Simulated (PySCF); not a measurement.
# KSi: from the state search to spectroscopic constants

What are the lowest state that PBE0 finds, the bond length, vibrational wavenumber and bond energy of KSi, and how much do these hang on the method?

Method: K def2-TZVPP, Si def2-TZVPP, no relativity; program: PySCF 2.14.0.

### Step 1. Input

Settings of the job:

```
atoms                         : K, Si
charge                        : 0
basis                         : K def2-TZVPP, Si def2-TZVPP
Hamiltonian                   : no relativity
basis functions               : 75
electrons treated             : 33
masses in u                   : 38.9637, 27.9769
levels                        : PBE0, PBE, r²SCAN, revPBE, TPSSh, LDA, B97-3, ωB97X-V, HF, MP2, SCS-MP2, CCSD, CCSD(T)
grid                          : 80 radial by 434 angular points
occupations                   : held fixed by the projection of orbital angular momentum
dissociation limit            : K + Si, each in its ground configuration
starting distance in angstrom : 3.060
values of 2S to try           : 1, 3
```

Command:

```
> OMP_NUM_THREADS=1 python dia.py task.json out
```

Further steps of the session: PBE0 along the bond; Other states along the same grid; PBE (GGA); r²SCAN (meta-GGA); revPBE (GGA); TPSSh (hybrid meta-GGA); LDA (local density); B97-3; ωB97X-V; UHF; MP2 and coupled cluster.

What does the calculation give? Wanted: for each run, Re; ωe; De; μ.

The runs gave:

Lowest PBE0 solution found, without spin–orbit coupling: ⁴Σ⁻ (quartet), unpaired electrons σ ↑, π ↑↑. State 2 has its PBE0 minimum 0.45 eV higher, as a spin-mixed determinant (⟨S²⟩ = 1.77), so this is no gap between pure states. State 3 has its PBE0 minimum 0.45 eV higher, as a spin-mixed determinant (⟨S²⟩ = 1.77), so this is no gap between pure states. State 4 has its PBE0 minimum 0.80 eV higher. The other levels ran on the lowest alone.

```csv
level,Re (Å),ωe (cm⁻¹),De (eV),μ (D)
UHF,3.142,199.3,1.09,-11.08
UHF-MP2,3.067,210.7,1.53,n/a
UHF-SCS-MP2,3.078,209.2,1.38,n/a
UHF-CCSD,3.079,208.6,1.45,n/a
UHF-CCSD(T),3.074,209.2,1.51,n/a
LDA,2.997,206.2,1.76,-8.42
PBE,3.061,195.9,1.60,-8.73
revPBE,3.093,190.5,1.54,-8.99
r²SCAN,3.069,203.4,1.74,-9.88
TPSSh,3.062,201.2,1.67,-9.59
PBE0,3.051,203.7,1.59,-9.55
B97-3,3.071,205.1,1.54,-10.18
ωB97X-V,3.047,211.4,1.48,-10.26
```

De is counted to K + Si in their ground configurations. A positive dipole means K(−)Si(+).

Differences from CCSD(T) in the same basis:

```
      level  Re (mÅ)  ωe (%)
        UHF      +68    -4.7
    UHF-MP2       -7    +0.7
UHF-SCS-MP2       +4     0.0
   UHF-CCSD       +5    -0.3
        LDA      -77    -1.4
        PBE      -13    -6.4
     revPBE      +19    -8.9
     r²SCAN       -5    -2.8
      TPSSh      -12    -3.8
       PBE0      -23    -2.6
      B97-3       -3    -2.0
    ωB97X-V      -27    +1.0
```

**Reading.** Judged by CCSD(T) in the same basis: best bond length B97-3 (-3 mÅ), worst LDA (-77 mÅ); best wavenumber UHF-SCS-MP2 (0.0 %), worst revPBE (-8.9 %). Among the levels with a De in the table, it runs from 1.09 eV (UHF) to 1.76 eV (LDA).

Correlated steps freeze 10 core orbitals.
